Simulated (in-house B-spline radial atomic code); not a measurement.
# P²⁺: ionisation energy by several methods

An exercise on one series of results from a longer session: the logs are not shown, and one member is left open.

The numbers are computed with in-house B-spline radial atomic code version 1 (scalar-relativistic (X2C), several functionals, spin-polarised; spherical all-electron atom at the radial basis limit), except any that are marked as measured or tabulated.

## The system

- element: phosphorus (Z = 15)
- charge: +2
- electrons: 13
- configuration: [Ne] 3s2 3p1
- nucleus: Fermi, rms radius 3.189 fm

Outer shells as boxes (Hund's rule):

[Ne] 3s2 3p1
```
[Ne] core
3s [↑↓]
3p [↑ ][  ][  ]
```

Where spins are not typed, each open shell is filled with up spins first.

The first run:

Settings, as recorded:

```ini
Z = 15
electrons = 13.0
configuration = [Ne] 3s2 3p1
hamiltonian = x2c
method = pbesol
spin_polarised = True
nucleus = fermi
rms_radius = 3.1889
mass_number = 31
atomic_mass = 30.97376199768
speed_of_light = 137.035999084
```

Steps of the session up to this table: PBEsol; SCAN; BP86; r2SCAN; exchange-only LDA; OLYP; TPSS; revTPSS.

One table of the session follows, with a row left open; its other results are not shown here.

| method | ΔSCF (eV) |
| --- | --- |
| exchange-only LDA | 28.978 |
| PBEsol | 30.045 |
| BP86 | 30.184 |
| OLYP | 29.991 |
| SCAN | 29.977 |
| r2SCAN | 29.962 |
| TPSS | ? |
| revTPSS | 30.023 |

Q: Estimate the row for TPSS from the others.

**Answer.** ΔSCF (eV): 30.064. In the column «ΔSCF (eV)» it lies between PBEsol (30.045) and BP86 (30.184).
